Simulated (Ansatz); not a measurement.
# WS2: the cost of one run

Method: DFT PBEsol, scalar-relativistic, plane waves, PAW, in Ansatz 0.2.0.

The COD entry's cell or inner coordinates are ideal or old and differ from later refinements, so a difference from it is no clean test against experiment.

15 further runs of the same task are left out: 15 set aside as unsound or not needed. Runs told in other sessions of the task aren't counted.

### Step 1. Starting point

Symmetry: P6_3/mmc, No. 194, hexagonal system. The conventional cell has a = 3.146 Å, b = 3.146 Å, c = 12.697 Å, α = 90.00°, β = 90.00°, γ = 120.00°. Around W (site symmetry -6m2) lie 6 S at 2.40 Å. Around S (site symmetry 3m) lie 3 W at 2.40 Å.

Structure file:

```
CELL_PARAMETERS angstrom
3.14624 0.00000 0.00000
-1.57312 2.72472 0.00000
0.00000 0.00000 12.69665
ATOMIC_POSITIONS crystal
W 0.33333 0.66667 0.25000
W 0.66667 0.33333 0.75000
S 0.33333 0.66667 0.62655
S 0.66667 0.33333 0.12655
S 0.33333 0.66667 0.87345
S 0.66667 0.33333 0.37345
```

This cell was relaxed beforehand with the same method: volume 18.14 Å³/atom, gap on the mesh 1.10 eV.

### Step 2. The scan

Atoms count from 1 in the order of the input.

The energy is mapped over a free internal coordinate and the cell.

The axes are (1) shift of S3 along [0 0 1], its symmetry partners moved as symmetry demands (measured in the relaxed cell): 7 values from −0.250 Å; (2) volume per atom at fixed shape: 7 values from 16.69 to 19.59 Å³.

Nothing else is relaxed (all other coordinates fixed). Energies count from the relaxed crystal. Points are written as (first, second).

### Step 3. Grid point (−0.250 Å, 19.11 Å³)

The input, input.yaml:

```yaml
crystal:
  lattice:
    - [3.2012002007, 0.0, 0.0]
    - [-1.6006001004, 2.7723206964, 0.0]
    - [0.0, 0.0, 12.9184432105]
  atoms:
    - { symbol: W, position: [0.3333333333, 0.6666666667, 0.25] }
    - { symbol: W, position: [0.6666666667, 0.3333333333, 0.75] }
    - { symbol: S, position: [0.3333333333, 0.6666666667, 0.606858506] }
    - { symbol: S, position: [0.6666666667, 0.3333333333, 0.106858506] }
    - { symbol: S, position: [0.3333333333, 0.6666666667, 0.893141494] }
    - { symbol: S, position: [0.6666666667, 0.3333333333, 0.393141494] }
basis:
  ecutwfc: 420
kpoints:
  mp_grid: { grid: [12, 12, 2] }
hamiltonian:
  xc: pbesol
  pseudopotentials: { kind: paw, azcp: { folder: soft_1 } }
scf:
  occupations: { method: gaussian, width: 0.05 }
output:
  forces: true
  stress: true
  eigenvalues: true
```

On the command line:

```
$ ansatz run input.yaml --threads 2 --pin off --max-ram 4096MiB --backend cpu --events-out ev --progress --plain --runs-dir out
```

**Question.** How long does this run take on 2 threads of Arm Neoverse N1, shared host, and how much memory does it need?

About 7.6 s, with a peak of 0.42 GiB.
